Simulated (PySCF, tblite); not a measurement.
# C6H11OS−: geometry, infrared bands and NMR shifts

Aim: predict the infrared bands and NMR shifts of C6H11OS− (`CC(C)CCC(=O)[S-]`).

The runs use tblite 0.8.0 and PySCF 2.14.0, with density-fitted response routines of our own; the level of theory stands in each step. All values are computed, except where a source is named. Atoms are numbered from 0 throughout.

### 1 Starting geometry

19 atoms, charge -1, multiplicity 1; geometry from: force field or distance geometry start.

Bonds of the start (Å): C0–C1 1.53, C1–C2 1.52, C1–C3 1.48, C3–C4 1.48, C4–C5 1.47, C5–O6 1.25, C5–S7 1.82, C0–H8 1.10, C0–H9 1.11, C0–H10 1.11, C1–H11 1.11, C2–H12 1.09, C2–H13 1.11, C2–H14 1.11, C3–H15 1.12, C3–H16 1.11, C4–H17 1.12, C4–H18 1.13.

### 2 Relaxing the molecule with GFN2-xTB

Job settings and geometry (Å):

```
{"job": {"kind": "relax", "xc": "GFN2-xTB", "basis": "xTB"}, "charge": -1, "multiplicity": 1}
C     -1.516800    -1.352600    -0.593100
C     -0.597600    -0.451600     0.229000
C     -1.488500     0.684600     0.715000
C      0.462400     0.014500    -0.700200
C      1.515100     0.897400    -0.146400
C      2.252300     0.227500     0.930400
O      2.034900    -0.934200     1.334900
S      3.593800     1.136500     1.758500
H     -0.986600    -2.261000    -0.920600
H     -1.799300    -0.746300    -1.481000
H     -2.376900    -1.548600     0.081800
H     -0.280000    -1.031700     1.116400
H     -0.993100     1.320700     1.452000
H     -2.368300     0.181500     1.172800
H     -1.842500     1.316300    -0.129200
H      0.974700    -0.899500    -1.098200
H     -0.006500     0.490800    -1.590100
H      1.134000     1.902400     0.164700
H      2.279000     1.062600    -0.964100
```

Launch:

```
> OMP_NUM_THREADS=1 python probes_run.py task.json out
```

One launch serves the whole session: the jobs run in the order shown.

**Question.** This job is followed by: GFN2-xTB harmonic vibrations, gas phase; GIAO PBE0/pcSseg-1 NMR shielding, non-relativistic, gas phase. Predict these results of the whole session: strongest single infrared mode (GFN2-xTB); zero-point energy (GFN2-xTB); 13C shifts against TMS (PBE0/pcSseg-1, means over atoms taken as alike); 1H shifts against TMS (PBE0/pcSseg-1, means over atoms taken as alike); 17O shifts against H2O (PBE0/pcSseg-1); 33S shifts against CS2 (PBE0/pcSseg-1).

The runs gave:

```
                                                               quantity                              value
                              strongest single infrared mode (GFN2-xTB)              1632 cm⁻¹, 481 km/mol
                                           zero-point energy (GFN2-xTB)                      99.5 kcal/mol
13C shifts against TMS (PBE0/pcSseg-1, means over atoms taken as alike)  216.9, 54.1, 41.5, 28.3, 26.4 ppm
 1H shifts against TMS (PBE0/pcSseg-1, means over atoms taken as alike)         2.77, 2.26, 1.09, 1.09 ppm
                                 17O shifts against H2O (PBE0/pcSseg-1)                          537.4 ppm
                                 33S shifts against CS2 (PBE0/pcSseg-1)                            208 ppm
```

In words: Relaxing lowered the energy by 0.780 eV in 177 steps; the close pair that moved most is C5–S7, from 1.820 to 1.692 Å. No mode is imaginary among the 51: a minimum at this level. The strongest single mode, at 1632 cm⁻¹, moves mainly C5 and O6. Unscaled tight-binding wavenumbers are off by several per cent, some by more. Its intensities can rank the bands wrongly. The most deshielded hydrogen is H17, H18 (mean) (hydrogen on an sp3 CH2 α to a carbonyl), at 2.77 ppm: α to C=O. At PBE0/pcSseg-1: The largest span, 950 ppm, is at O6, where the paramagnetic term is -604 ppm.
